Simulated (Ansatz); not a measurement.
**WSe2: relaxation and properties**

This session takes WSe2 and sets out to find the equilibrium cell, see whether it has a gap, which orbitals make up the states near it and how charge is shared and locate the band edges and the effective masses.

Computed with Ansatz 0.2.0 (DFT PBEsol, scalar-relativistic, plane waves, PAW, unless a step's input says otherwise).

## Step 1: The system as given

It takes space group P-6m2 (No. 187, hexagonal). Conventional cell: a = 3.318 Å, b = 3.318 Å, c = 29.739 Å, α = 90.00°, β = 90.00°, γ = 120.00°. W (site symmetry -6m2) is surrounded by 6 Se at 2.54 Å. Around W (site symmetry 3m) lie 6 Se at 2.54 Å. Se (site symmetry 3m) is surrounded by 3 W at 2.54 Å.

As a file:

```xyz
9
Lattice="3.3181 0.0000 0.0000 -1.6591 2.8736 0.0000 0.0000 0.0000 29.7394" Properties=species:S:1:pos:R:3 pbc="T T T"
W     1.6591    0.9579    0.0000
W     0.0000    1.9157   22.9127
W     0.0000    1.9157    6.8268
Se    0.0000    1.9157    1.6632
Se    1.6591    0.9579   24.5757
Se    1.6591    0.9579    8.4890
Se    0.0000    1.9157   28.0763
Se    1.6591    0.9579   21.2504
Se    1.6591    0.9579    5.1637
```

The structure comes from the Materials Project (structure only).

(A quick probe on a coarse mesh, which set the mesh and smearing, is not shown.)

## Step 3: Full relaxation

input.yaml reads:

```yaml
crystal:
  lattice:
    - [3.3181158941, 0.0, 0.0]
    - [-1.659057947, 2.873572657, 0.0]
    - [0.0, 0.0, 29.73944741]
  atoms:
    - { symbol: W, position: [0.66666667, 0.33333333, 0.0] }
    - { symbol: W, position: [0.33333333, 0.66666667, 0.77044744] }
    - { symbol: W, position: [0.33333333, 0.66666667, 0.22955256] }
    - { symbol: Se, position: [0.33333333, 0.66666667, 0.05592511] }
    - { symbol: Se, position: [0.66666667, 0.33333333, 0.82636702] }
    - { symbol: Se, position: [0.66666667, 0.33333333, 0.28544604] }
    - { symbol: Se, position: [0.33333333, 0.66666667, 0.94407489] }
    - { symbol: Se, position: [0.66666667, 0.33333333, 0.71455396] }
    - { symbol: Se, position: [0.66666667, 0.33333333, 0.17363298] }
basis:
  ecutwfc: 420
kpoints:
  mp_grid: { grid: [12, 12, 1] }
hamiltonian:
  xc: pbesol
scf:
  occupations: { method: gaussian, width: 0.02 }
output:
  forces: true
  stress: true
  eigenvalues: true
  write_density: true
  write_potential: true
  elf: true
  volumetric_format: npy
relax:
  adjacent_minimum: "off"
  f_tol: 0.005
  max_steps: 80
  cell: { stress_tol: 0.05 }
```

Launch:

```bash
$ ansatz run input.yaml --threads 2 --pin off --max-ram 5120MiB --backend cpu --events-out ev --progress --plain --runs-dir out
```

The session goes on with these runs: electronic structure at the relaxed geometry; band edges anywhere in the zone; levels beside the edges.

Before running it: what results should come out? Wanted: relaxed cell; volume; formation energy; gap; Bader charges; gap over the zone; valence top, conduction bottom; hole masses; electron masses.

As calculated:

| quantity | value |
| --- | --- |
| relaxed cell | a = 3.271 Å, b = 3.271 Å, c = 29.185 Å, α = 90.00°, β = 90.00°, γ = 120.00° |
| space group (0.01 Å) | P-6m2 (No. 187) |
| volume | 30.05 Å³/atom |
| formation energy (elements from runs with the same settings, not shown) | -0.59 eV/atom |
| gap | 1.24 eV, indirect on the path |
| Bader charges | W +1.04, Se -0.52 e |
| gap over the zone | 1.23 eV, indirect |
| valence top, conduction bottom (fractional k) | (0.000, 0.000, 0.000), (0.180, 0.180, 0.000) |
| hole masses | 1.16 to 2.33 m0 along the directions sampled, bands without a fitted extremum left out |
| electron masses | 0.47 to 1.07 m0 along the directions sampled, bands without a fitted extremum left out |

**Reading.** The cell shrank by 4.6 % in volume on relaxing. The gap is 1.24 eV, with the valence top at Γ and the conduction bottom between K and Γ on the path. Of the projected weight, the top eV of the valence band is W 5d (62 %) and Se 4p (35 %), and the lowest eV of the conduction band W 5d (66 %) and Se 4p (31 %). Bader charges reach 1.0 e, yet ELF peaks on the Se–W line (0.79): the bond is polar, with a covalent part. Electron masses come out at 0.47 to 1.07 and hole masses at 1.16 to 2.33 m0. These cover the sampled directions only, and leave out those where a band is flat or has no extremum. These runs have no spin-orbit coupling; with W it would split and shift bands. The cell holds empty space of several Å, a single layer or slab in vacuum, so volume, pressure and the long edge depend on that space.
